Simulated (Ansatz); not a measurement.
# C₃H₃F₂I: one species, many methods

One table from this session's results is given with a row withheld; the runs are named, their logs left out.

Method: functionals in def2-TZVPP, the program's frozen cores in correlated methods; program: Ansatz 0.2.0, Gaussian basis.

Plan: LDA (SPW92), PBE-D4, revPBE-D4, BLYP-D4, r2SCAN-D4, B97M-V, PBE0-D4, B3LYP-D4, r2SCANh-D4, r2SCAN0-D4, HSE06-D4, BHLYP-D4, CAM-B3LYP-D4, LC-ωPBE, ωB97X-V, ωB97M-V, B2PLYP, PBE-QIDH; CCSD(T)/def2-SVP; CCSD(T)/def2-TZVPP; MP2/def2-QZVPP; extrapolation to the limit; RPA on PBE.

**The relaxed structure**

An earlier PBE0-D4 in a triple-zeta def2 set relaxation fixed the geometry. I takes the def2 core potential; no spin-orbit term is included.

SMILES `FC(F)/C=C/I`, 9 atoms, charge 0, spin multiplicity 1.

Atoms are counted from 1 here; the program's logs count them from 0.

Bond lengths: F1–C2 1.360 Å, C2–F3 1.354 Å, C2–C4 1.493 Å, C2–H7 1.096 Å, C4–C5 1.321 Å, C4–H8 1.084 Å, C5–I6 2.069 Å, C5–H9 1.082 Å. Angles: F1–C2–F3 107.6°, F1–C2–C4 109.6°, F1–C2–H7 107.3°, F3–C2–C4 111.8°, F3–C2–H7 107.8°, C4–C2–H7 112.6°, C2–C4–C5 122.4°, C2–C4–H8 115.1°, C5–C4–H8 122.4°, C4–C5–I6 123.5°, C4–C5–H9 122.6°, I6–C5–H9 113.9°.

The first run:

in.yaml reads:

```yaml
crystal:
  periodic: [false, false, false]
  atoms:
    - {symbol: F, position_ang: [-1.881254, 0.476020, 1.020952]}
    - {symbol: C, position_ang: [-1.155830, -0.274316, 0.148250]}
    - {symbol: F, position_ang: [-0.882363, -1.454191, 0.752600]}
    - {symbol: C, position_ang: [0.090192, 0.458646, -0.225669]}
    - {symbol: C, position_ang: [1.292047, -0.070230, -0.084208]}
    - {symbol: I, position_ang: [3.039948, 0.909740, -0.599204]}
    - {symbol: H, position_ang: [-1.798663, -0.481850, -0.715404]}
    - {symbol: H, position_ang: [-0.064034, 1.453065, -0.629987]}
    - {symbol: H, position_ang: [1.448557, -1.063183, 0.315571]}
basis:
  gaussian: {orbitals: def2-TZVPP}
hamiltonian: {xc: lda}
output: {orbitals: {seedname: orbitals}}
```

Command:

```console
ansatz run in.yaml --threads 4 --pin off --events-out ev --progress --plain --max-ram 10444MiB
```

Steps of the session up to this table: LDA; PBE-D4 (GGA); revPBE-D4 (GGA); BLYP-D4 (GGA); r2SCAN-D4 (meta-GGA); B97M-V (meta-GGA); B3LYP-D4 (hybrid); r2SCANh-D4 (hybrid); r2SCAN0-D4 (hybrid); HSE06-D4 (hybrid); BHLYP-D4 (hybrid); CAM-B3LYP-D4 (range-separated); LC-ωPBE (range-separated); ωB97X-V (range-separated); ωB97M-V (range-separated); B2PLYP (double hybrid); PBE-QIDH (double hybrid).

One of the session's tables, all rows but one given; the rest of the session is left out.

It belongs to the step «Orbital energies across the functionals». 

```
  functional  HOMO (eV)  gap (eV)
 LDA (SPW92)          ?         ?
      PBE-D4      -6.32      4.40
   revPBE-D4      -6.26      4.44
     BLYP-D4      -6.15      4.37
   r2SCAN-D4      -6.57      4.82
      B97M-V      -6.56      4.90
     PBE0-D4      -7.40      6.44
    B3LYP-D4      -7.18      5.98
  r2SCANh-D4      -6.97      5.57
  r2SCAN0-D4      -7.57      6.70
    HSE06-D4      -7.01      5.67
    BHLYP-D4      -8.33      8.36
CAM-B3LYP-D4      -8.64      8.77
     LC-ωPBE      -9.96     11.28
     ωB97X-V      -9.60     10.82
     ωB97M-V      -9.49     10.55
```

Q: Estimate the row for LDA (SPW92) from the others.

As computed: HOMO (eV): -6.51; gap (eV): 4.33. In the column «HOMO (eV)» it lies between B97M-V (-6.56) and PBE-D4 (-6.32).
